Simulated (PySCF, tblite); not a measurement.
# C4H6B3BrF2: geometry, infrared bands and NMR shifts

What infrared bands and NMR shifts should C4H6B3BrF2 (`CC#CB(CBBr)B(F)F`) show?

The runs use tblite 0.8.0 and PySCF 2.14.0, with density-fitted response routines of our own; the level of theory stands in each step. All values are computed, except where a source is named. Atoms are numbered from 0 throughout.

### 1 The molecule as given

16 atoms, charge 0, multiplicity 1; geometry from: force field or distance geometry start.

Bonds of the start (Å): C0–C1 1.48, C1–C2 1.19, C2–B3 1.57, B3–C4 1.59, C4–B5 1.57, B5–Br6 2.01, B3–B7 1.64, B7–F8 1.44, B7–F9 1.44, C0–H10 1.10, C0–H11 1.09, C0–H12 1.11, C4–H13 1.13, C4–H14 1.11, B5–H15 1.19.

### 2 Relaxing the molecule with GFN2-xTB

Job settings and geometry (Å):

```
{"job": {"kind": "relax", "xc": "GFN2-xTB", "basis": "xTB"}, "charge": 0, "multiplicity": 1}
C      3.556900    -0.922200     0.108800
C      2.161000    -0.427000     0.132700
C      1.032100    -0.043600     0.158800
B     -0.458900     0.451600     0.150800
C     -1.583100    -0.476400    -0.490200
B     -3.051100     0.005500    -0.206700
Br    -4.336800    -1.418400     0.387500
B     -0.666400     2.033100     0.543500
F     -1.463800     2.834900    -0.352800
F     -0.666600     2.390700     1.942300
H      3.856500    -1.340400     1.086700
H      4.197500    -0.095800    -0.214800
H      3.672400    -1.760200    -0.608400
H     -1.328100    -0.513100    -1.586400
H     -1.406500    -1.506300    -0.107200
H     -3.522800     0.796500    -0.956000
```

The run is started by

```bash
$ OMP_NUM_THREADS=1 python probes_run.py task.json out
```

One launch serves the whole session: the jobs run in the order shown.

**Question.** This job is followed by: GFN2-xTB harmonic vibrations, gas phase; GIAO PBE0/pcSseg-1 NMR shielding, non-relativistic, gas phase. Predict these results of the whole session: strongest single infrared mode (GFN2-xTB); zero-point energy (GFN2-xTB); 13C shifts against TMS (PBE0/pcSseg-1); 1H shifts against TMS (PBE0/pcSseg-1, means over atoms taken as alike); 11B shifts against BF3·OEt2 (PBE0/pcSseg-1); 79Br shifts against HBr (PBE0/pcSseg-1); 19F shifts against CFCl3 (PBE0/pcSseg-1, means over atoms taken as alike); surface potential, 1st and 99th percentile.

The runs gave:

```
                                                                 quantity                        value
                                strongest single infrared mode (GFN2-xTB)        2285 cm⁻¹, 310 km/mol
                                             zero-point energy (GFN2-xTB)                62.1 kcal/mol
                                   13C shifts against TMS (PBE0/pcSseg-1)  167.9, 101.0, 62.0, 9.0 ppm
   1H shifts against TMS (PBE0/pcSseg-1, means over atoms taken as alike)         7.47, 3.57, 2.63 ppm
                              11B shifts against BF3·OEt2 (PBE0/pcSseg-1)         77.3, 69.3, 28.4 ppm
                                  79Br shifts against HBr (PBE0/pcSseg-1)                      657 ppm
19F shifts against CFCl3 (PBE0/pcSseg-1, means over atoms taken as alike)                    -48.7 ppm
                                    surface potential, 1st and 99th percentile           -0.88 V and 1.45 V
```

What this shows: Relaxing lowered the energy by 1.459 eV in 164 steps; the close pair that moved most is B5–Br6, from 2.008 to 1.864 Å. The lowest mode is imaginary (28i cm⁻¹), so the xTB geometry is not a minimum. The strongest single mode, at 2285 cm⁻¹, moves mainly C1 and C2. Unscaled tight-binding wavenumbers are off by several per cent, some by more. Its intensities can rank the bands wrongly. At PBE0/pcSseg-1: The largest span, 1452 ppm, is at Br6, where the paramagnetic term is -1160 ppm. At PBE0/pcSseg-1, counted by nearest atom on the grid, the HOMO lies on C1 29 %; C2 23 %, the LUMO on B3 37 %; B5 16 %. Spin-orbit coupling is left out, which matters for shieldings and couplings at and beside the heavy atoms.
